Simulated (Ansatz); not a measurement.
Set up this calculation in Ansatz 0.2.0, as the native input.

* Task: single point
* Functional: PBE
* Potentials or basis: Ansatz PAW
* Cutoff: 420 eV (not typed: the program's choice for these potentials)
* k mesh: 8 × 8 × 7
* Occupations: fermi-dirac, width 0.05 eV
* Spin: no spin polarisation

Crystal: PtSe.

```
CELL_PARAMETERS angstrom
3.70187 0.00000 0.00000
-1.85094 3.20591 0.00000
0.00000 0.00000 3.61284
ATOMIC_POSITIONS crystal
Pt 0.00909 0.00352 0.98536
Se 0.65028 0.32912 0.50583
```

The cell comes from a database or a generator and needn't be the stable form of this composition.

The cell isn't the ideal one: atoms moved at random, drawn with an rms of 0.05 Å.

The input as run:

input.yaml

```yaml
crystal:
  lattice:
    - [3.70187033, 0.0, 0.0]
    - [-1.85093516, 3.20591375, 0.0]
    - [0.0, 0.0, 3.61284203]
  atoms:
    - { symbol: Pt, position: [0.009091, 0.003525, -0.014642] }
    - { symbol: Se, position: [0.650277, 0.329121, 0.505832] }
hamiltonian:
  xc: pbe
  pseudopotentials: { kind: paw }
kpoints:
  mp_grid: { grid: [8, 8, 7] }
scf:
  occupations: { method: fermi_dirac, width: 0.05 }
output:
  forces: true
  stress: true
  eigenvalues: true
```

Potentials or basis: Ansatz PAW.

Launch:

```sh
$ ansatz run input.yaml --threads 2 --pin off --max-ram 5632MiB --backend cpu --events-out ev --progress --plain --runs-dir out
```

It gave:

- Pressure: -11.2 GPa
- Largest force: 0.265 eV/Å
- Band gap on the k mesh: none (metal or under the smearing width)

It took 8.2 s on 2 threads of Arm Neoverse V1 (shared host), peak memory 0.48 GiB.
